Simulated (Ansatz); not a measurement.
# CH6FGeNS: up Jacob's ladder to CCSD(T)

Aim: compute CH6FGeNS with functionals from several rungs and with coupled cluster, and see how far each lands from CCSD(T) at the basis-set limit for the atomisation energy.

Computed with Ansatz 0.2.0, Gaussian basis. Level: functionals in def2-TZVPP, the program's frozen cores in correlated methods.

The runs, in order: PBE-D4, r2SCAN-D4, PBE0-D4, B3LYP-D4, ωB97X-V, ωB97M-V, B2PLYP; CCSD(T)/def2-TZVPP; MP2/def2-QZVPP; extrapolation to the limit.

## 1. Structure used throughout

The geometry comes from an earlier relaxation with PBE0-D4 in a triple-zeta def2 set; it is a stationary point, not always the lowest conformer.

SMILES `[NH2][GeH2][S]CF`, 11 atoms, charge 0, spin multiplicity 1.

Atoms are counted from 1 here; the program's logs count them from 0.

Bond lengths: N1–Ge2 1.829 Å, N1–H6 1.011 Å, N1–H7 1.012 Å, Ge2–S3 2.244 Å, Ge2–H8 1.537 Å, Ge2–H9 1.532 Å, S3–C4 1.795 Å, C4–F5 1.382 Å, C4–H10 1.092 Å, C4–H11 1.092 Å. Angles: Ge2–N1–H6 113.6°, Ge2–N1–H7 112.8°, H6–N1–H7 108.0°, N1–Ge2–S3 115.5°, N1–Ge2–H8 107.4°, N1–Ge2–H9 108.2°, S3–Ge2–H8 105.9°, S3–Ge2–H9 105.7°, H8–Ge2–H9 114.4°, Ge2–S3–C4 97.8°, S3–C4–F5 112.6°, S3–C4–H10 111.0°, S3–C4–H11 107.2°, F5–C4–H10 107.5°, F5–C4–H11 108.3°, H10–C4–H11 110.3°.

Coordinates:

```xyz
11
charge 0, multiplicity 1
N    -1.53276    1.15379    0.78755
Ge   -0.50210   -0.31281    1.15084
S     1.61619   -0.20979    0.41747
C     1.28953   -0.52112   -1.31965
F     0.59325    0.50893   -1.92207
H    -1.23131    1.98959    1.27093
H    -1.58176    1.36424   -0.20121
H    -1.13888   -1.51290    0.43224
H    -0.40631   -0.46562    2.67254
H     0.70346   -1.43335   -1.45023
H     2.25598   -0.61805   -1.81770
```

## 2. PBE-D4 (GGA)

in.yaml

```yaml
crystal:
  periodic: [false, false, false]
  atoms:
    - {symbol: N, position_ang: [-1.532763, 1.153785, 0.787549]}
    - {symbol: Ge, position_ang: [-0.502098, -0.312808, 1.150835]}
    - {symbol: S, position_ang: [1.616192, -0.209793, 0.417468]}
    - {symbol: C, position_ang: [1.289533, -0.521117, -1.319654]}
    - {symbol: F, position_ang: [0.593253, 0.508931, -1.922066]}
    - {symbol: H, position_ang: [-1.231307, 1.989589, 1.270928]}
    - {symbol: H, position_ang: [-1.581756, 1.364238, -0.201211]}
    - {symbol: H, position_ang: [-1.138883, -1.512898, 0.432240]}
    - {symbol: H, position_ang: [-0.406305, -0.465623, 2.672541]}
    - {symbol: H, position_ang: [0.703457, -1.433354, -1.450226]}
    - {symbol: H, position_ang: [2.255977, -0.618050, -1.817703]}
basis:
  gaussian: {orbitals: def2-TZVPP}
hamiltonian: {xc: pbe, dispersion: d4}
output: {forces: true, orbitals: {seedname: orbitals}}
```

Command:

```
$ ansatz run in.yaml --threads 2 --pin off --events-out ev --progress --plain --max-ram 22528MiB --backend cpu
```

The runs that follow: r2SCAN-D4 (meta-GGA); PBE0-D4 (hybrid); B3LYP-D4 (hybrid); ωB97X-V (range-separated); ωB97M-V (range-separated); B2PLYP (double hybrid); CCSD(T) in def2-TZVPP; MP2 in def2-QZVPP.

Before running them: what should the planned runs give, taken together? Wanted: atomisation energy, CCSD(T)/CBS; farthest; mean size of error, hybrid; mean size of error, range-separated; gap, smallest and largest; T1 diagnostic; triples share of the correlation energy.

The runs gave:

```
                               quantity                                           value
        atomisation energy, CCSD(T)/CBS                                   3614.1 kJ/mol
 functionals within 36.1 kJ/mol (1.0 %)  r2SCAN-D4, PBE0-D4, B3LYP-D4, ωB97X-V, ωB97M-V
                               farthest                           PBE-D4 (+67.1 kJ/mol)
             mean size of error, hybrid                                     15.6 kJ/mol
    mean size of error, range-separated                                      9.4 kJ/mol
              gap, smallest and largest            5.30 eV (PBE-D4), 11.97 eV (ωB97X-V)
                          T1 diagnostic                                          0.0116
triples share of the correlation energy                                           3.7 %
```

In words: PBE-D4 is off by +67.1 kJ/mol. Double hybrids carry the basis error of their MP2 part in triple zeta, and no dispersion term here, so their miss is partly the set-up's. The reference freezes the cores and leaves out relativity and excitations past (T), and its outer-core shells are covered unevenly, so misses under about 36.1 kJ/mol can't be ranked. Hartree-Fock recovers 68 % of the binding; the rest is correlation. The gap grows from 5.3 to 12.0 eV across the functionals, mostly with the share of exact exchange. Correlated methods include outer-core shells of Ge, which these sets cover unevenly.
